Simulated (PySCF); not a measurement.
# NaSb⁺: the SCF solver's settings

Aim: find out which solver settings change the answer for NaSb⁺.

Program: PySCF 2.14.0. Level of theory: method and basis as typed in the scripts. These are calculated values, not measurements.

4 further runs of the same task are left out: 1 for a known fault of the program, 3 that didn't finish.

## (1) The starting structure

NaSb⁺: 2 atoms, charge 1, spin multiplicity 2.

No contacts short enough for the rule that draws bonds.

## (2) Base script

Input file input.py:

```python
from pyscf import gto, scf, mp

mol = gto.M(
    atom='Na 0 0 0; Sb 0 0 3.496',
    basis='sbkjc',
    ecp={'Na': 'sbkjc', 'Sb': 'sbkjc'},
    charge=1,
    spin=1,
    verbose=4,
)
mf = scf.UHF(mol)
mf.kernel()
mp.MP2(mf).kernel()
mf.dip_moment()
print('orbital energies (hartree):', [e[max(0, n-3):n+3].round(4) for e, n in zip(mf.mo_energy, mol.nelec)])
```

The run is started by

```
$ OMP_NUM_THREADS=1 python input.py
```

Its log is not repeated here.

Base result: E(SCF) = -5.244683 Eh, 9 cycles, E(MP2) − E(SCF) = -0.01380 Eh, ⟨S²⟩ = 0.754.

The bond length is a typed value, not an optimised one. The dipole of an ion depends on the origin.

## (3) Damping 0.2

Edit 1 changes damping: none → 0.2.

Input file input.py:

```python
from pyscf import gto, scf, mp

mol = gto.M(
    atom='Na 0 0 0; Sb 0 0 3.496',
    basis='sbkjc',
    ecp={'Na': 'sbkjc', 'Sb': 'sbkjc'},
    charge=1,
    spin=1,
    verbose=4,
)
mf = scf.UHF(mol)
mf.damp = 0.2
mf.diis_start_cycle = 8
mf.kernel()
mp.MP2(mf).kernel()
mf.dip_moment()
print('orbital energies (hartree):', [e[max(0, n-3):n+3].round(4) for e, n in zip(mf.mo_energy, mol.nelec)])
```

The run is started by

```
$ OMP_NUM_THREADS=1 python input.py
```

## (4) Point-group symmetry on

Edit 2 changes point-group symmetry: off → on.

input.py, as its differences from that of step 2:

```diff
@@ -8,2 +8,3 @@
     spin=1,
+    symmetry=True,
     verbose=4,
```

## (5) Smearing width 0.005 hartree

Edit 3 changes smearing width: none → 0.005 hartree; step after the SCF: mp2 → none.

input.py, as its differences from that of step 2:

```diff
@@ -1,2 +1,2 @@
-from pyscf import gto, scf, mp
+from pyscf import gto, scf
 
@@ -11,4 +11,4 @@
 mf = scf.UHF(mol)
+mf = scf.addons.smearing_(mf, sigma=0.005, method='fermi')
 mf.kernel()
-mp.MP2(mf).kernel()
 mf.dip_moment()
```

## (6) DIIS space 4

Edit 4 changes DIIS space: default → 4.

input.py, as its differences from that of step 2:

```diff
@@ -11,2 +11,3 @@
 mf = scf.UHF(mol)
+mf.diis_space = 4
 mf.kernel()
```

**Question.** What will these runs give? Wanted: for each run, E(SCF); from base; gap, α spin; after the SCF.

The runs gave:

```csv
run,E(SCF) (hartree),from base (eV),cycles,"gap, α spin (eV)",after the SCF
base,-5.244683,0,9,6.72,MP2 correlation -0.376 eV
damping 0.2,-5.244683,0.0000,12,6.72,MP2 correlation -0.376 eV
point-group symmetry on,-5.265684,-0.5714,9,7.52,MP2 correlation -0.209 eV
smearing width 0.005 hartree,-5.132955,not comparable,8,n/a,n/a
DIIS space 4,-5.244683,0.0000,9,6.72,MP2 correlation -0.376 eV
```

Distance from each run's final energy (log10 hartree) by cycle:

```csv
run,cycle 1,cycle 2,cycle 3,cycle 5,cycle 8,cycle 12
base,-1.2,-2.6,-3.5,-5.2,-10.0,done
damping 0.2,-1.2,-2.4,-3.1,-4.2,-5.4,< -11
point-group symmetry on,-1.1,-2.5,-3.3,-5.8,-9.5,done
smearing width 0.005 hartree,-1.3,-2.4,-3.3,-6.6,< -11,done
DIIS space 4,-1.2,-2.6,-3.5,-5.2,-9.0,done
```

**Reading.** The SCF energy stays the same, to the digits that matter, with damping 0.2 or DIIS space 4. With point-group symmetry on the SCF ends in another solution, 0.57 eV lower: the path to self-consistency decides the state here. The base needs 9 cycles and the run with damping 0.2 needs 12.
